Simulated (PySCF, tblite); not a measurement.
# C₂H₁₀O₂Si₄: geometry, infrared bands and NMR shifts

What infrared bands and NMR shifts should C₂H₁₀O₂Si₄ (`O=CO[Si@@H]1C[SiH2][SiH2][SiH2]1`) show?

Programs: tblite 0.8.0 and PySCF 2.14.0, with density-fitted response routines of our own. Each step states its level of theory. These are calculated values for one molecule in the gas phase, unless marked as measured. Atoms are numbered from 0 throughout.

## (1) The molecule as given

18 atoms, charge 0, multiplicity 1; geometry from: force field or distance geometry start.

Bonds of the start (Å): O0–C1 1.23, C1–O2 1.33, O2–Si3 1.67, Si3–C4 1.87, C4–Si5 1.86, Si5–Si6 2.32, Si6–Si7 2.32, Si7–Si3 2.35, C1–H8 1.11, Si3–H9 1.47, C4–H10 1.09, C4–H11 1.09, Si5–H12 1.50, Si5–H13 1.48, Si6–H14 1.49, Si6–H15 1.50, Si7–H16 1.49, Si7–H17 1.49.

## (2) Optimising the geometry with GFN2-xTB

Job settings and geometry (Å):

```
{"job": {"kind": "relax", "xc": "GFN2-xTB", "basis": "xTB"}, "charge": 0, "multiplicity": 1}
O      2.697100    -0.899400     0.868400
C      3.099800    -0.121800     0.008700
O      2.375500     0.682500    -0.769500
Si     0.706400     0.771900    -0.720800
C      0.034700     1.217100     0.971100
Si    -1.793600     0.874000     0.900800
Si    -2.031800    -1.298500     0.108800
Si    -0.235400    -1.280900    -1.355800
H      4.176300     0.007600    -0.220200
H      0.261800     1.783900    -1.693000
H      0.506200     0.620700     1.748500
H      0.227500     2.268700     1.190400
H     -2.408100     1.026100     2.258100
H     -2.452500     1.817000    -0.034300
H     -3.343200    -1.505800    -0.567700
H     -1.827800    -2.292100     1.216300
H     -0.682900    -1.225900    -2.778800
H      0.681200    -2.438700    -1.143000
```

Run with:

```sh
$ OMP_NUM_THREADS=1 python probes_run.py task.json out
```

One launch serves the whole session: the jobs run in the order shown.

**Question.** This job is followed by: GFN2-xTB harmonic vibrations, gas phase; GIAO PBE0/pcSseg-1 NMR shielding, non-relativistic, gas phase. What will the session give for the following? strongest single infrared mode (GFN2-xTB); zero-point energy (GFN2-xTB); ¹³C shifts against TMS (PBE0/pcSseg-1); ¹H shifts against TMS (PBE0/pcSseg-1); ¹⁷O shifts against H2O (PBE0/pcSseg-1); ²⁹Si shifts against TMS (PBE0/pcSseg-1); surface potential, 1st and 99th percentile.

**Answer**, as computed:

| quantity | value |
| --- | --- |
| strongest single infrared mode (GFN2-xTB) | 721 cm⁻¹, 510 km/mol |
| zero-point energy (GFN2-xTB) | 67.5 kcal/mol |
| ¹³C shifts against TMS (PBE0/pcSseg-1) | 170.0, -1.5 ppm |
| ¹H shifts against TMS (PBE0/pcSseg-1) | 8.04, 5.67, 4.32, 3.98, 3.79, 3.61, 3.52, 3.34, 0.65, -0.48 ppm |
| ¹⁷O shifts against H2O (PBE0/pcSseg-1) | 449.0, 227.6 ppm |
| ²⁹Si shifts against TMS (PBE0/pcSseg-1) | 20.2, -65.0, -117.5, -121.3 ppm |
| surface potential, 1st and 99th percentile | -1.25 V and 1.37 V |

The optimisation took 165 steps and gained 0.633 eV; among the close pairs (by a distance rule), C4–Si5 changed most, from 1.862 to 1.928 Å. All 48 modes are real, so the xTB geometry is a minimum. The strongest single mode, at 721 cm⁻¹, is spread over many atoms; the largest shares are those of C4, Si5. GFN2-xTB is a fitted tight-binding method: band positions and strengths are rough. Its intensities can rank the bands wrongly. At PBE0/pcSseg-1: Shielding is most anisotropic at O0 (span 613 ppm, paramagnetic term -517 ppm). By nearest atom (PBE0/pcSseg-1), the HOMO sits on Si6, Si7 about 23 % each; Si3, Si5 about 10 % each and the LUMO on Si3, Si7 about 14 % each; H17 10 %.
